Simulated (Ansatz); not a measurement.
# CH₉GaSeSi₂Te: small, medium and large basis sets

The task here is to estimate one member of a computed series from the others.

Computed with Ansatz 0.2.0, Gaussian basis. Level: one geometry, several basis sets.

The runs, in order: PBE0-D4/def2-SVP; ωB97M-V/def2-SVP; PBE0-D4/def2-QZVPP; ωB97M-V/def2-QZVPP; the functionals' def2-TZVPP values are taken from earlier runs.

2 further runs of the same task are left out: 2 for a known fault of the program.

## The geometry

The geometry comes from an earlier relaxation with PBE0-D4 in a triple-zeta def2 set; it is a stationary point, not always the lowest conformer. Te takes the def2 core potential; no spin-orbit term is included.

SMILES `C[SiH2][Se][SiH]([GaH2])[TeH]`, 15 atoms, charge 0, spin multiplicity 1.

Atoms are counted from 1 here; the program's logs count them from 0.

Bond lengths: C1–Si2 1.862 Å, C1–H7 1.092 Å, C1–H8 1.094 Å, C1–H9 1.092 Å, Si2–Se3 2.293 Å, Si2–H10 1.485 Å, Si2–H11 1.486 Å, Se3–Si4 2.263 Å, Si4–Ga5 2.371 Å, Si4–Te6 2.624 Å, Si4–H12 1.487 Å, Ga5–H13 1.561 Å, Ga5–H14 1.562 Å, Te6–H15 1.657 Å. Angles: Si2–C1–H7 110.8°, Si2–C1–H8 109.8°, Si2–C1–H9 110.7°, H7–C1–H8 107.9°, H7–C1–H9 108.9°, H8–C1–H9 108.5°, C1–Si2–Se3 112.5°, C1–Si2–H10 111.2°, C1–Si2–H11 110.9°, Se3–Si2–H10 108.7°, Se3–Si2–H11 103.6°, H10–Si2–H11 109.6°, Si2–Se3–Si4 96.1°, Se3–Si4–Ga5 131.8°, Se3–Si4–Te6 113.4°, Se3–Si4–H12 107.0°, Ga5–Si4–Te6 71.6°, Ga5–Si4–H12 119.7° and more.

Geometry (Å):

| atom | x (Å) | y (Å) | z (Å) |
| --- | --- | --- | --- |
| C1 | -0.5268 | -2.0201 | -0.1467 |
| Si2 | 1.2338 | -1.4917 | -0.4468 |
| Se3 | 2.0606 | -0.1851 | 1.2470 |
| Si4 | 0.9472 | 1.6972 | 0.6664 |
| Ga5 | -0.7626 | 2.0942 | -0.9281 |
| Te6 | -1.3239 | 1.9990 | 1.9450 |
| H7 | -1.2008 | -1.1622 | -0.1811 |
| H8 | -0.8400 | -2.7256 | -0.9216 |
| H9 | -0.6228 | -2.5073 | 0.8256 |
| H10 | 1.3602 | -0.7493 | -1.7266 |
| H11 | 2.1445 | -2.6659 | -0.4598 |
| H12 | 1.7055 | 2.8442 | 1.2330 |
| H13 | -1.5550 | 0.8856 | -1.5179 |
| H14 | -0.9398 | 3.5933 | -1.3304 |
| H15 | -1.6800 | 0.3939 | 1.7420 |

The first run:

Contents of in.yaml:

```yaml
crystal:
  periodic: [false, false, false]
  atoms:
    - {symbol: C, position_ang: [-0.526777, -2.020106, -0.146669]}
    - {symbol: Si, position_ang: [1.233782, -1.491749, -0.446806]}
    - {symbol: Se, position_ang: [2.060556, -0.185140, 1.247008]}
    - {symbol: Si, position_ang: [0.947206, 1.697180, 0.666379]}
    - {symbol: Ga, position_ang: [-0.762635, 2.094162, -0.928129]}
    - {symbol: Te, position_ang: [-1.323920, 1.998979, 1.945031]}
    - {symbol: H, position_ang: [-1.200784, -1.162192, -0.181119]}
    - {symbol: H, position_ang: [-0.840034, -2.725601, -0.921560]}
    - {symbol: H, position_ang: [-0.622816, -2.507284, 0.825629]}
    - {symbol: H, position_ang: [1.360204, -0.749302, -1.726629]}
    - {symbol: H, position_ang: [2.144498, -2.665946, -0.459788]}
    - {symbol: H, position_ang: [1.705523, 2.844185, 1.232971]}
    - {symbol: H, position_ang: [-1.555022, 0.885605, -1.517926]}
    - {symbol: H, position_ang: [-0.939823, 3.593277, -1.330425]}
    - {symbol: H, position_ang: [-1.679959, 0.393923, 1.742034]}
basis:
  gaussian: {orbitals: def2-SVP}
hamiltonian: {xc: pbe0, dispersion: d4}
output: {orbitals: {seedname: orbitals}}
```

Command:

```
$ ansatz run in.yaml --threads 4 --pin off --events-out ev --progress --plain --max-ram 66560MiB --backend cpu
```

Among the steps run: PBE0-D4 in def2-SVP; ωB97M-V in def2-SVP; PBE0-D4 in def2-QZVPP; ωB97M-V in def2-QZVPP.

One table of the session follows, with a row left open; its other results are not shown here.

It belongs to the step «Functionals by basis». 

| functional | basis | HOMO (eV) |
| --- | --- | --- |
| PBE0-D4 | def2-SVP | -6.67 |
| PBE0-D4 | def2-TZVPP | -6.66 |
| PBE0-D4 | def2-QZVPP | -6.66 |
| ωB97M-V | def2-SVP | ? |
| ωB97M-V | def2-TZVPP | -8.53 |
| ωB97M-V | def2-QZVPP | -8.53 |

Q: Estimate the row for ωB97M-V, def2-SVP from the others.

The run gave: HOMO (eV): -8.52. In the column «HOMO (eV)» it lies between ωB97M-V, def2-QZVPP (-8.53) and PBE0-D4, def2-SVP (-6.67).
